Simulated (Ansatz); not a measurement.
# GeH4O2Si: vertical spin-state energies from a Python script

Which spin state of GeH4O2Si lies lowest at this geometry? The task is vertical spin-state energies, for GeH4O2Si.

Program: Ansatz 0.2.0, driven from Python. Level of theory: CAM-B3LYP/def2-TZVP. These are calculated values, not measurements.

## (1) The system

Bond lengths: O1–Si2 1.659 Å, Si2–O3 1.683 Å, Si2–Ge4 2.322 Å, O3–Ge4 1.804 Å, O1–H5 1.019 Å, Si2–H6 1.483 Å, Ge4–H7 1.506 Å, Ge4–H8 1.569 Å. Angles: O1–Si2–O3 108.5°, O1–Si2–Ge4 114.9°, O1–Si2–H6 120.8°, O3–Si2–Ge4 50.5°, O3–Si2–H6 110.3°, Ge4–Si2–H6 124.2°, Si2–O1–H5 107.0°, Si2–O3–Ge4 83.4°, Si2–Ge4–O3 46.0°, Si2–Ge4–H7 120.3°, Si2–Ge4–H8 114.7°, O3–Ge4–H7 113.8°, O3–Ge4–H8 106.7°, H7–Ge4–H8 124.8°.

No structure file is read: the coordinates are typed or built in the script.

## (2) The script

File spin_geh4o2si.py:

```python
# -*- coding: utf-8 -*-
'''Vertical spin-state energies of GeH4O2Si.'''

import ansatz as az

GEOMETRY = '''
O    -1.72310    0.84220   -0.52000
Si   -0.07340    0.67130   -0.57380
O     0.51830    0.70110    1.00100
Ge    0.77380   -1.06220    0.71780
H    -2.08420    0.52520   -1.41870
H     0.75150    1.53750   -1.45120
H     2.22320   -1.45540    0.60380
H    -0.29400   -1.81690    1.58520
'''

mol = az.Crystal.molecule()
for line in GEOMETRY.strip().splitlines():
    symbol, *xyz = line.split()
    mol = mol.atom(symbol, [float(v) for v in xyz])

job = (
    mol.calculation()
    .basis(gaussian='def2-TZVP')
    .functional('cam_b3lyp')
)
found = {}
for unpaired in [0, 2]:
    data = job.spin('collinear', total=unpaired).run().report
    s = unpaired / 2
    found[unpaired] = data['free_energy_ev']
    print(f'2S+1 = {unpaired + 1}: E = {found[unpaired]:.5f} eV, <S^2> = {abs(data["mean_field"]["state"]["spin_squared"]):.3f} (pure state {s * (s + 1):.2f})')
lowest = min(found, key=found.get)
for unpaired, e in found.items():
    print(f'multiplicity {unpaired + 1}: {23.060548 * (e - found[lowest]):.1f} kcal/mol above the lowest')
```

## (3) What the engine is handed

The engine receives this input (first run):

```yaml
crystal:
  periodic: [false, false, false]
  atoms:
    - { symbol: O, position_ang: [-1.7231, 0.8422, -0.52] }
    - { symbol: Si, position_ang: [-0.0734, 0.6713, -0.5738] }
    - { symbol: O, position_ang: [0.5183, 0.7011, 1.001] }
    - { symbol: Ge, position_ang: [0.7738, -1.0622, 0.7178] }
    - { symbol: H, position_ang: [-2.0842, 0.5252, -1.4187] }
    - { symbol: H, position_ang: [0.7515, 1.5375, -1.4512] }
    - { symbol: H, position_ang: [2.2232, -1.4554, 0.6038] }
    - { symbol: H, position_ang: [-0.294, -1.8169, 1.5852] }
basis:
  gaussian:
    orbitals: def2-TZVP
hamiltonian:
  xc: cam_b3lyp
magnetization:
  spin_polarized: true
  initial_magnetization: 0.0
```

## (4) Running it

Run with:

```
$ python spin_geh4o2si.py
```

**Question.** Which spin state is lowest at this geometry, and how far above lie the others?

The runs gave:

| quantity | value |
| --- | --- |
| runs compared | 2 |
| lowest | run 1 (2S+1 = 1) |
| next above it by | 3.111 eV |

In words: In order: multiplicity 1 (+0.00 eV) and multiplicity 3 (+3.11 eV), all at the one geometry. The geometry is a force-field or estimated start, not a minimum of this method, and the basis set is short of its limit. All parts are taken at fixed geometry, without zero-point energy.
